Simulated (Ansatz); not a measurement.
# Antimony, A15 under r²SCAN: structure and ground-state energy

Aim: take antimony in the A15 structure, relax it, then solve it on a dense k-mesh. Spin polarisation is left out. The k-meshes are 4×4×4 for the relaxation; 6×6×6 for the dense run.

Computed with Ansatz 0.2.0 (DFT r2SCAN, plane waves (500 eV) with PAW, scalar-relativistic; PBE-made PAW files, unless a step says otherwise).

**1. The starting structure**

Symmetry: Pm-3n, No. 223, cubic system. Conventional cell: a = 6.014 Å, b = 6.014 Å, c = 6.014 Å, α = 90.00°, β = 90.00°, γ = 90.00°. Sb (site symmetry m-3) has 12 Sb at 3.36 Å as nearest neighbours. Around Sb (site symmetry -4m2) lie 6 Sb at 3.01 to 3.36 Å.

Structure file:

```cif
data_structure
_symmetry_space_group_name_H-M 'P 1'
_symmetry_Int_Tables_number 1
_cell_length_a 6.0135
_cell_length_b 6.0135
_cell_length_c 6.0135
_cell_angle_alpha 90.000
_cell_angle_beta 90.000
_cell_angle_gamma 90.000
_cell_volume 217.46
loop_
_atom_site_label
_atom_site_type_symbol
_atom_site_fract_x
_atom_site_fract_y
_atom_site_fract_z
_atom_site_occupancy
Sb1 Sb 0.00000 0.00000 0.00000 1
Sb2 Sb 0.50000 0.50000 0.50000 1
Sb3 Sb 0.25000 0.00000 0.50000 1
Sb4 Sb 0.75000 0.00000 0.50000 1
Sb5 Sb 0.50000 0.25000 0.00000 1
Sb6 Sb 0.50000 0.75000 0.00000 1
Sb7 Sb 0.00000 0.50000 0.25000 1
Sb8 Sb 0.00000 0.50000 0.75000 1
```

**2. Relaxing cell and atoms**

Input file input.yaml:

```yaml
crystal:
  lattice:
    - [6.0135035706, 0.0, 0.0]
    - [0.0, 6.0135035706, 0.0]
    - [0.0, 0.0, 6.0135035706]
  atoms:
    - { symbol: Sb, position: [0.0, 0.0, 0.0] }
    - { symbol: Sb, position: [0.5, 0.5, 0.5] }
    - { symbol: Sb, position: [0.25, 0.0, 0.5] }
    - { symbol: Sb, position: [0.75, 0.0, 0.5] }
    - { symbol: Sb, position: [0.5, 0.25, 0.0] }
    - { symbol: Sb, position: [0.5, 0.75, 0.0] }
    - { symbol: Sb, position: [0.0, 0.5, 0.25] }
    - { symbol: Sb, position: [0.0, 0.5, 0.75] }
hamiltonian:
  xc: r2scan
  pseudopotentials:
    kind: paw
    azcp:
      Sb: "pseudopotentials/Sb.paw.azcp"
basis:
  ecutwfc: 500
  fft_grid_basis: typed
kpoints:
  mp_grid: { grid: [4, 4, 4], shift: [0, 0, 0] }
magnetization:
  spin_polarized: false
scf:
  occupations: { method: fermi_dirac, width: 0.1 }
relax:
  max_steps: 60
  f_tol: 0.01
  cell: {}
```

After this run come: Dense single point.

What does the calculation give? Wanted: space group; conventional cell; volume; shortest distance; gap on the mesh; relative to A7 rhombohedral.

The runs gave:

| quantity | value |
| --- | --- |
| space group (spins left aside) | Pm-3n (No. 223) |
| conventional cell | a = 6.058 Å |
| volume | 27.785 Å³/atom |
| shortest distance | 3.029 Å |
| gap on the mesh | none (levels filled in part) |
| relative to A7 rhombohedral | +539 meV/atom |

**Reading.** From the guessed start the volume grew by 2.2 % in 4 steps. Against the reference form of antimony (A7 rhombohedral, computed apart with the same settings) it stands 539 meV/atom higher, so it is far from stable. No gap shows: it is a metal or semimetal at this level. The symmetry was held, so the structure may be unstable against distortions that break it.
